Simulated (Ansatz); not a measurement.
# CH4S2Si: small, medium and large basis sets

An exercise on one series of results from a longer session: the logs are not shown, and one member is left open.

Program: Ansatz 0.2.0, Gaussian basis. Level of theory: one geometry, several basis sets. These are calculated values, not measurements.

Plan: PBE0-D4/def2-SVP; ωB97M-V/def2-SVP; PBE0-D4/def2-QZVPP; ωB97M-V/def2-QZVPP; the functionals' def2-TZVPP values are taken from earlier runs.

## The relaxed structure

An earlier PBE0-D4 in a triple-zeta def2 set relaxation fixed the geometry.

SMILES `SC1[SiH2]S1`, 8 atoms, charge 0, spin multiplicity 1.

Atoms are counted from 1 here; the program's logs count them from 0.

Bond lengths: S1–C2 1.774 Å, S1–H5 1.346 Å, C2–Si3 1.849 Å, C2–S4 1.871 Å, C2–H6 1.086 Å, Si3–S4 2.082 Å, Si3–H7 1.477 Å, Si3–H8 1.478 Å. Angles: C2–S1–H5 98.0°, S1–C2–Si3 118.7°, S1–C2–S4 119.4°, S1–C2–H6 114.1°, Si3–C2–S4 68.1°, Si3–C2–H6 117.7°, S4–C2–H6 111.0°, C2–Si3–S4 56.5°, C2–Si3–H7 117.9°, C2–Si3–H8 119.0°, S4–Si3–H7 119.0°, S4–Si3–H8 119.2°, H7–Si3–H8 113.8°, C2–S4–Si3 55.5°.

The first run:

Contents of in.yaml:

```yaml
crystal:
  periodic: [false, false, false]
  atoms:
    - {symbol: S, position_ang: [0.168385, 1.757306, -0.822117]}
    - {symbol: C, position_ang: [-0.419261, 0.375539, 0.122779]}
    - {symbol: Si, position_ang: [0.711119, -1.063672, 0.387413]}
    - {symbol: S, position_ang: [-1.018551, -1.156660, -0.767332]}
    - {symbol: H, position_ang: [-1.013135, 2.155253, -1.328343]}
    - {symbol: H, position_ang: [-1.092176, 0.644599, 0.931439]}
    - {symbol: H, position_ang: [2.024050, -1.045294, -0.289592]}
    - {symbol: H, position_ang: [0.731469, -1.724270, 1.709854]}
basis:
  gaussian: {orbitals: def2-SVP}
hamiltonian: {xc: pbe0, dispersion: d4}
output: {orbitals: {seedname: orbitals}}
```

Command:

```bash
$ ansatz run in.yaml --threads 2 --pin off --events-out ev --progress --plain --max-ram 4352MiB
```

Among the steps run: PBE0-D4 in def2-SVP; ωB97M-V in def2-SVP; PBE0-D4 in def2-QZVPP; ωB97M-V in def2-QZVPP.

One table of the session follows, with a row left open; its other results are not shown here.

| functional | basis | HOMO (eV) |
| --- | --- | --- |
| PBE0-D4 | def2-SVP | -6.86 |
| PBE0-D4 | def2-TZVPP | -6.98 |
| PBE0-D4 | def2-QZVPP | -7.01 |
| ωB97M-V | def2-SVP | -8.97 |
| ωB97M-V | def2-TZVPP | -9.12 |
| ωB97M-V | def2-QZVPP | ? |

**Question.** Estimate the row for ωB97M-V, def2-QZVPP.

The run gave: HOMO (eV): -9.16. In the column «HOMO (eV)» it is the lowest.
